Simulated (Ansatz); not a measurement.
**GdZn: how the settings move a single-point run**

Aim: see which settings change the result for GdZn, by how much, and at what cost.

Program: Ansatz 0.2.0. Level of theory: reference: DFT, LDA, PAW with Ansatz's default frozen-core files, scalar-relativistic. These are calculated values, not measurements.

## (1) The starting structure

It takes space group Pm-3m (No. 221, cubic). The conventional cell has a = 3.897 Å, b = 3.897 Å, c = 3.897 Å, α = 90.00°, β = 90.00°, γ = 90.00°. Gd (site symmetry m-3m) has 8 Zn at 3.38 Å as nearest neighbours. Zn (site symmetry m-3m) is surrounded by 8 Gd at 3.38 Å.

Structure file:

```
Gd Zn
1.0
     3.89737    0.00000    0.00000
     0.00000    3.89737    0.00000
     0.00000    0.00000    3.89737
Gd Zn
1 1
Direct
  0.00000 0.00000 0.00000
  0.50000 0.50000 0.50000
```

## (2) Baseline

File input.yaml:

```yaml
crystal:
  lattice:
    - [3.8973723543, 0.0, 0.0]
    - [0.0, 3.8973723543, 0.0]
    - [0.0, 0.0, 3.8973723543]
  atoms:
    - { symbol: Gd, position: [0.0, 0.0, 0.0], spin: 7.0 }
    - { symbol: Zn, position: [0.5, 0.5, 0.5] }
magnetization:
  spin_polarized: true
kpoints:
  mp_grid: { grid: [11, 11, 11] }
scf:
  occupations: { method: fermi_dirac, width: 0.05 }
hamiltonian:
  xc: lda
  pseudopotentials: { kind: paw }
output:
  forces: true
  stress: true
  eigenvalues: true
  populations: true
```

Run with:

```console
> ansatz run input.yaml --threads 1 --pin off --max-ram 3072MiB --backend cpu --events-out ev --progress --plain --runs-dir out
```

## (3) Changing settings: eigensolver.kind davidson, ecutwfc 51.4 Ry

input.yaml: that of step 2 with these lines changed.

```diff
@@ -14,2 +14,3 @@
   occupations: { method: fermi_dirac, width: 0.05 }
+  eigensolver: { kind: davidson }
 hamiltonian:
@@ -22 +23,3 @@
   populations: true
+basis:
+  ecutwfc: "51.4 Ry"
```

Before running it: what results should come out? Wanted: for each run, ending; energy change; pressure; abs. moment; force.

As calculated:

```csv
run,ending,energy change,pressure (GPa),abs. moment (μB),force (eV/Å),cycles,time
reference,converged,0,-11.0,7.28,0.00,11,13 s
"1: eigensolver.kind davidson, ecutwfc 51.4 Ry",converged,-1.7 meV/atom,-11.0,7.28,0.00,12,31 s
```

Residual by cycle in the longest SCF loop of each run; runs are numbered as in the table. The quantity is the density residual dr2, in eV.

```csv
cycle,reference,run 1
1,0.459,0.454
2,0.164,0.164
3,0.0792,0.0867
4,0.0113,0.0115
5,0.00263,0.00583
6,1.3e-4,1.4e-4
7,4.2e-5,3.9e-5
8,4.8e-6,3.5e-6
9,2.3e-7,6.0e-7
10,1.8e-8,7.0e-8
11,9.4e-9,5.7e-9
12,-,2.4e-9
```

**Reading.** Changing the solver and cutoff moves the energy by -1.7 meV/atom. Cost: 12 SCF cycles against 11, 31 s against 13 s.
